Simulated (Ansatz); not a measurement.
Consider a ranking of polymorphs by energy of 2 structures of Ta (the Ansatz DFT code, driven from Python).

`polymorphs.py`
```python
import csv
import warnings

import ansatz as az
from ase import Atoms
import numpy as np
import spglib


def solve(name, crystal):
    calc = crystal.calculation()
    calc = calc.functional("r2scan", dispersion="D3(BJ)")
    calc = calc.basis(450, xc_grid=3)
    calc = calc.mixing("msr1", beta=0.3)
    calc = calc.initial_density(normalization="atom")
    calc = calc.scf(algorithm="direct_min")
    calc = calc.kpoints(spacing=0.3).occupations("gaussian", width=0.05)
    calc = calc.stress()
    calc = calc.band_table()
    return calc.run(threads=1, backend="cpu")


def space_group(outcome):
    sites = outcome.report["lattice"]["sites"]
    kinds = sorted({site["symbol"] for site in sites})
    cell = (outcome.lattice.cell_ang, [site["position_frac"] for site in sites], [kinds.index(site["symbol"]) for site in sites])
    return spglib.get_spacegroup(cell, symprec=0.01)


def volume_per_atom(outcome):
    return abs(np.linalg.det(outcome.lattice.cell_ang)) / len(outcome.lattice.sites)


def main() -> None:
    warnings.simplefilter("ignore", az.DeckWarning)

    phases = {}
    atoms = Atoms(
        ["Ta"],
        scaled_positions=[
            [0.0, 0.0, 0.0],
        ],
        cell=[
            [-1.65128, 1.65128, 1.65128],
            [1.65128, -1.65128, 1.65128],
            [1.65128, 1.65128, -1.65128],
        ],
        pbc=True,
    )
    im_3m = az.Crystal.from_ase(atoms)
    phases["Im-3m"] = im_3m
    p6_3_mmc = (
        az.Lattice.from_parameters(2.900372, 2.900372, 5.166274, alpha=90.0, beta=90.0, gamma=120.0)
        .atom("Ta", [2 / 3, 1 / 3, 0.75])
        .atom("Ta", [1 / 3, 2 / 3, 0.25])
    )
    phases["P6_3/mmc"] = p6_3_mmc

    done = {}
    for name, crystal in phases.items():
        try:
            done[name] = solve(name, crystal)
        except az.NonConvergedError as error:
            print(name, "did not converge:", str(error)[:120])

    energy = {name: o.report["energy_sigma0_ev"] / len(o.lattice.sites) for name, o in done.items()}
    lowest = min(energy.values())
    rows = [(name, len(o.lattice.sites), 1000 * (energy[name] - lowest), space_group(o), volume_per_atom(o)) for name, o in done.items()]
    rows.sort(key=lambda row: row[2])
    with open("polymorphs.csv", "w", newline="") as handle:
        writer = csv.writer(handle)
        writer.writerow(["phase", "atoms", "dE (meV/atom)", "space group", "V (A^3/atom)"])
        writer.writerows([round(v, 4) if isinstance(v, float) else v for v in row] for row in rows)
    print(open("polymorphs.csv").read())
    print("order:", " < ".join(row[0] for row in rows))


if __name__ == "__main__":
    main()
```

Which of these structures comes out lowest, and how far apart are they?

By space group at the end of each run: Im-3m (+0 meV an atom, 18.0 Å³) and P6_3/mmc (+310 meV an atom, 18.8 Å³).

The run itself:

Running `python polymorphs.py` prints:
```text
phase,atoms,dE (meV/atom),space group,V (A^3/atom)
Im-3m,1,0.0,Im-3m (229),18.0104
P6_3/mmc,2,310.1253,P6_3/mmc (194),18.8185

order: Im-3m < P6_3/mmc
```

What to keep in mind:
- The settings weren't tested for convergence.
- The cutoff lies under the one recommended for these potentials.
- The dispersion term runs with damping parameters of another functional.
- Dispersion corrections can be off by several per cent in the lattices of metals, and by several GPa in the pressure at a fixed cell.
- Spin-orbit coupling, which matters for elements this heavy, is left out.
- The cells come from databases of deposited and of computed structures, and not all need be stable phases.
- The ranking holds among these structures alone, at zero temperature; the ground state may be another structure. Differences under about 40 meV an atom lie within the error of mesh and functional.
- The script silences the warnings on its input, which a real study should read.
- Run time: 12 s on 1 thread of Arm Neoverse V1, with other jobs on the host, peak memory 0.41 GiB.
